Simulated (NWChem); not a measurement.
# One shape, several levels: Si2H2Cl2OF2 (SMILES F[Si](F)(Cl)O[SiH2]Cl)

Aim: a comparison of 3 runs (HF/STO-3G, HF/3-21G, B3LYP/6-31G*) of Si2H2Cl2OF2. 

The calculation is run with NWChem 7.3.0.

**1. Starting point**

Si2H2Cl2OF2 has 9 atoms, charge 0, and is taken as a singlet. As SMILES, `F[Si](F)(Cl)O[SiH2]Cl`. The coordinates come from a PBE0-D4/def2-TZVP relaxation. This is one conformer, not always the lowest.

Bond lengths: F1–Si2 1.570 Å, Si2–F3 1.571 Å, Si2–Cl4 2.013 Å, Si2–O5 1.599 Å, O5–Si6 1.635 Å, Si6–Cl7 2.042 Å, Si6–H8 1.476 Å, Si6–H9 1.474 Å. Some angles: F1–Si2–F3 107.5°, F1–Si2–Cl4 109.3°, F1–Si2–O5 108.6°, F3–Si2–Cl4 109.1°, F3–Si2–O5 110.2°, Cl4–Si2–O5 112.0°, Si2–O5–Si6 147.7°, O5–Si6–Cl7 109.6°, O5–Si6–H8 109.3°, O5–Si6–H9 107.7°.

**2. Energy and forces at HF/STO-3G (run 1)**

File mol.nw:

```
echo
start mol
title "Cl2F2H2OSi2 hf"
memory 2200 mb

geometry noautosym nocenter noautoz
  F     -2.074000    -1.852600    -0.035700
  Si    -0.923500    -1.008100    -0.690500
  F     -0.034000    -1.992200    -1.531600
  Cl    -1.726300     0.367800    -1.921000
  O     -0.056300    -0.336400     0.473300
  Si     0.915800     0.893500     0.938600
  Cl     2.186600     1.375300    -0.585600
  H      0.091800     2.079000     1.244700
  H      1.708200     0.427300     2.090700
end

basis spherical bse
  F library STO-3G
  Si library STO-3G
  Cl library STO-3G
  O library STO-3G
  H library STO-3G
end

scf
  thresh 1e-08
  maxiter 80
end

task scf gradient
```

On the command line:

```bash
nwchem mol.nw > mol.out
```

The log of the run:

```text
[...]
  functions       =    53
[...]
  wavefunction    = RHF
[...]
         Total SCF energy =  -1751.679419405920
      One-electron energy =  -3762.693582084248
      Two-electron energy =   1346.439483362517
 Nuclear repulsion energy =    664.574679315812
        Time for solution =      4.2s
[...]
                         RHF ENERGY GRADIENTS
    atom               coordinates                        gradient
                 x          y          z           x          y          z
   1 F      -3.919292  -3.500906  -0.067463    0.010999   0.006595  -0.006611
   2 Si     -1.745162  -1.905033  -1.304856   -0.024739   0.004769  -0.029356
   3 F      -0.064251  -3.764712  -2.894304   -0.008172   0.007972   0.007690
   4 Cl     -3.262234   0.695041  -3.630164    0.014202  -0.025069   0.020894
   5 O      -0.106392  -0.635704   0.894407   -0.002806  -0.004202   0.002570
   6 Si      1.730611   1.688470   1.773697    0.029038   0.005151  -0.038420
   7 Cl      4.132075   2.598940  -1.106624   -0.014645  -0.005240   0.017049
   8 H       0.173477   3.928740   2.352142   -0.017215   0.020302   0.005124
   9 H       3.228030   0.807480   3.950850    0.013337  -0.010279   0.021060
[...]
```

Run time: 6.6 s. Hardware: 1 thread of AMD EPYC 7R13 (Zen 3), shared host; peak memory 0.098 GiB.

**3. Energy and forces at HF/3-21G (run 2)**

File run.py:

```python
from ase import Atoms
from ase.calculators.nwchem import NWChem

mol = Atoms(['F', 'Si', 'F', 'Cl', 'O', 'Si', 'Cl', 'H', 'H'], positions=[
    [-2.074000, -1.852600, -0.035700],
    [-0.923500, -1.008100, -0.690500],
    [-0.034000, -1.992200, -1.531600],
    [-1.726300, 0.367800, -1.921000],
    [-0.056300, -0.336400, 0.473300],
    [0.915800, 0.893500, 0.938600],
    [2.186600, 1.375300, -0.585600],
    [0.091800, 2.079000, 1.244700],
    [1.708200, 0.427300, 2.090700],
])

calc = NWChem(
    label='nw',
    theory='scf',
    memory='2200 mb',
    basis='3-21G',
    basispar='spherical bse',
    scf={'nopen': '0', 'rhf': None, 'thresh': '1e-08', 'maxiter': '80'},
)
mol.calc = calc

forces = mol.get_forces()
print("Total energy (eV):", round(mol.get_potential_energy(), 6))
print("forces (eV/A):")
for s, f in zip(mol.symbols, forces):
    print(f"{s:2s} {f[0]:10.5f} {f[1]:10.5f} {f[2]:10.5f}")
print("dipole (e A):", mol.get_dipole_moment().round(4))
```

On the command line:

```bash
export ASE_NWCHEM_COMMAND="nwchem PREFIX.nwi > PREFIX.nwo"
python run.py
```

The log of the run:

```text
Total energy (eV): -47977.183678
forces (eV/A):
F    -1.10861   -0.87248    0.51052
Si    0.58683   -0.55469    1.29434
F     0.74763   -0.97177   -0.77699
Cl   -0.85757    1.53330   -1.28545
O    -0.06155    0.26287   -0.64771
Si   -0.89053   -0.03908    2.99667
Cl    1.47838    0.57356   -1.80641
H     0.11148   -0.07225   -0.12166
H    -0.00607    0.14054   -0.16337
dipole (e A): [4.000e-04 1.991e-01 6.085e-01]
```

The calculator wrote nw.nwi:

```
title "nw"

permanent_dir nw

scratch_dir nw

start nw

geometry units angstrom nocenter noautosym noautoz
  F  -2.0739999999999998e+00 -1.8526000000000000e+00 -3.5700000000000003e-02
  Si -9.2349999999999999e-01 -1.0081000000000000e+00 -6.9050000000000000e-01
  F  -3.4000000000000002e-02 -1.9922000000000000e+00 -1.5316000000000001e+00
  Cl -1.7262999999999999e+00 3.6780000000000002e-01 -1.9210000000000000e+00
  O  -5.6300000000000003e-02 -3.3639999999999998e-01 4.7330000000000000e-01
  Si 9.1579999999999995e-01 8.9349999999999996e-01 9.3859999999999999e-01
  Cl 2.1865999999999999e+00 1.3753000000000000e+00 -5.8560000000000001e-01
  H  9.1800000000000007e-02 2.0790000000000002e+00 1.2446999999999999e+00
  H  1.7081999999999999e+00 4.2730000000000001e-01 2.0907000000000000e+00
end

memory 2200 mb

basis spherical bse noprint
   * library 3-21G
end

scf
  nopen 0
  rhf
  thresh 1e-08
  maxiter 80
end

task scf gradient
```

nw.nwo, cut to the lines that bear on the results:

```text
[...]
      One-electron energy =  -3768.228276324270
[... 1 line left out ...]
 Nuclear repulsion energy =    664.574679315812
[... 63 lines left out ...]
                       ROHF Final Molecular Orbital Analysis
[... 288 lines left out ...]
     1   1 0 0      0.000689      0.000000    -18.717925
[...]
  wavefunction    =   RHF
                         RHF ENERGY GRADIENTS
    atom               coordinates                        gradient
                 x          y          z           x          y          z
   1 F      -3.919292  -3.500906  -0.067463    0.021559   0.016967  -0.009928
   2 Si     -1.745162  -1.905033  -1.304856   -0.011412   0.010787  -0.025171
   3 F      -0.064251  -3.764712  -2.894304   -0.014539   0.018898   0.015110
[... 5 lines of this table left out ...]
   9 H       3.228030   0.807480   3.950850    0.000118  -0.002733   0.003177
[...]
```

Run time: 8.4 s. Hardware: 1 thread of AMD EPYC 7R13 (Zen 3), shared host; peak memory 0.099 GiB.

**4. Energy and gradient at B3LYP/6-31G(d) (Cartesian functions) (run 3)**

File struct.nw:

```
start struct
title "Cl2F2H2OSi2"
memory 2200 mb

geometry units angstrom noautosym nocenter noautoz
 F     -2.074000    -1.852600    -0.035700
 Si    -0.923500    -1.008100    -0.690500
 F     -0.034000    -1.992200    -1.531600
 Cl    -1.726300     0.367800    -1.921000
 O     -0.056300    -0.336400     0.473300
 Si     0.915800     0.893500     0.938600
 Cl     2.186600     1.375300    -0.585600
 H      0.091800     2.079000     1.244700
 H      1.708200     0.427300     2.090700
end

basis
 * library 6-31G*
end

dft
 xc b3lyp
 grid fine
 convergence energy 1e-08
 iterations 100
 mulliken
end

task dft gradient
```

On the command line:

```bash
nwchem struct.nw > struct.out
```

The log of the run:

```text
[...]
          Wavefunction type:  closed shell.
          No. of atoms     :     9
          No. of electrons :    90
[...]
          Charge           :     0
          Spin multiplicity:     1
[...]
          AO basis - number of functions:   125
[...]
              XC Information
              --------------
                         B3LYP Method XC Potential
                     Hartree-Fock (Exact) Exchange  0.200
                        Slater Exchange Functional  0.800 local
                    Becke 1988 Exchange Functional  0.720 non-local
              Lee-Yang-Parr Correlation Functional  0.810
                  VWN I RPA Correlation Functional  0.190 local
[...]
 d= 0,ls=0.0,diis     1  -1775.6704814067 -2.44D+03  1.55D-02  1.54D+00     4.7
[...]
 d= 0,ls=0.0,diis    10  -1775.8075083048 -6.69D-09  3.60D-07  2.48D-09    36.5
         Total DFT energy =    -1775.807508304815
      One electron energy =    -3781.415890997611
           Coulomb energy =     1470.008255374114
    Exchange-Corr. energy =     -128.974551997131
 Nuclear repulsion energy =      664.574679315812
[...]
      Total Density - Mulliken Population Analysis
     ---------------------------------------------
    Atom       Charge   Shell Charges
 -----------   ------   -------------------------------------------------------
    1 F    9     9.32   1.99  0.96  3.33  0.91  2.06  0.08
    2 Si  14    12.89   2.00  1.99  5.96  0.91  1.45 -0.06  0.27  0.38
    3 F    9     9.33   1.99  0.96  3.33  0.91  2.06  0.08
    4 Cl  17    17.21   2.00  1.99  5.97  1.46  3.66  0.54  1.61 -0.02
    5 O    8     8.57   1.99  0.89  3.01  0.84  1.80  0.04
    6 Si  14    13.32   2.00  1.99  5.96  1.03  1.74  0.14  0.19  0.26
    7 Cl  17    17.24   2.00  1.99  5.97  1.45  3.65  0.56  1.64 -0.03
    8 H    1     1.06   0.51  0.54
    9 H    1     1.06   0.51  0.54
[...]
  wavefunction    = closed shell
                         DFT ENERGY GRADIENTS
    atom               coordinates                        gradient
                 x          y          z           x          y          z
   1 F      -3.919292  -3.500906  -0.067463    0.011176   0.007501  -0.006222
   2 Si     -1.745162  -1.905033  -1.304856    0.001365  -0.001162   0.002209
   3 F      -0.064251  -3.764712  -2.894304   -0.008170   0.008927   0.008131
   4 Cl     -3.262234   0.695041  -3.630164    0.004598  -0.007143   0.006355
   5 O      -0.106392  -0.635704   0.894407   -0.000204   0.001794  -0.005759
   6 Si      1.730611   1.688470   1.773697   -0.001641  -0.006197  -0.010710
   7 Cl      4.132075   2.598940  -1.106624   -0.006714  -0.002978   0.006602
   8 H       0.173477   3.928740   2.352142   -0.000164  -0.000504  -0.000234
   9 H       3.228030   0.807480   3.950850   -0.000245  -0.000238  -0.000371
[...]
```

It took 50 s on 1 thread of AMD EPYC 7R13 (Zen 3), shared host; peak memory 0.13 GiB.

**5. Overview of the runs**

| run | level | Cartesian functions | iteration cap | energy (Eh) | dipole moment (D) | HOMO energy (eV) | LUMO energy (eV) | wall time |
| --- | --- | --- | --- | --- | --- | --- | --- | --- |
| 1 | HF/STO-3G | no | 80 | -1751.679419 | 3.62 | -10.32 | 9.08 | 6.6 s |
| 2 | HF/3-21G | no | 80 | -1763.128994 | 3.08 | -12.87 | 3.41 | 8.4 s |
| 3 | B3LYP/6-31G* (Cartesian functions) | yes | 100 | -1775.807508 | 1.94 | -8.97 | -0.13 | 50 s |

**6. What came out**

| quantity | value |
| --- | --- |
| run 3: total energy | -1775.80751 Eh |
| run 3: dipole moment | 1.94 D |
| run 3: HOMO energy | -8.97 eV |
| run 3: LUMO energy | -0.13 eV |
| run 3: HOMO–LUMO gap | 8.83 eV |
| run 3: largest force on an atom | 0.763 eV/Å |

In words: The dipole moment (its size) runs from 1.94 D (B3LYP/6-31G*) to 3.62 D (HF/STO-3G). The two ends differ in method and basis. The HOMO–LUMO gap runs from 8.83 eV (B3LYP/6-31G*) to 19.40 eV (HF/STO-3G). In run 1 the basis is minimal, so the values are rough. All runs together took 65 s, the longest 50 s.
